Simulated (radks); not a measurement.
**Nd²⁺ in [Kr] 4d10 4f4.25 5s1.75 5p6: an all-electron calculation**

Wanted: eigenvalues, radial structure and energy terms of the neodymium ion Nd2+.

Method: scalar-relativistic Kohn-Sham, LDA (Slater exchange, Perdew-Zunger correlation), spin-polarised, spherical densities, finite nucleus; open shells are filled with parallel spins first. Code: radks (a radial shooting solver on a logarithmic mesh, Libxc functionals) version 1.

## 1. The atom as given

| Property | Result |
| --- | --- |
| element | neodymium (Z = 60) |
| charge | +2 |
| electrons | 58 |
| configuration | [Kr] 4d10 4f4.25 5s1.75 5p6 |
| nuclear rms radius | 4.9123 fm |

## 2. The calculation

Input:

```text
Z 60
configuration [Kr] 4d10 4f4.25 5s1.75 5p6 6s0 5d0
relativity scalar-relativistic
functional lda,pz
spin polarised
nucleus finite rms 4.9123 fm
c 137.035999084
```

Started as:

```bash
$ python run_ks.py task.json out
```

This one command runs every case of the session in turn.

**Question.** What will this run give?

The runs gave:

| quantity | value |
| --- | --- |
| total energy | -9615.7024 hartree |
| exchange-correlation share of it | 2.24 % |
| −T/E | 1.0639 |
| highest occupied level | 4f up, -15.379 eV |
| most extended occupied level | 5p down, <r> = 1.73 bohr |
| radius at density 0.001 e/bohr³ | 3.61 bohr |
| maxima of the radial density | 4 |

What this shows: The radial density shows 4 maxima for 5 occupied principal shells; where shells overlap, one shows as a shoulder or not at all. Relativity lifts −T/E to 1.064. This is not the tabulated ground configuration, so its levels and sizes aren't those of the ground state, and no measured value stands beside it.
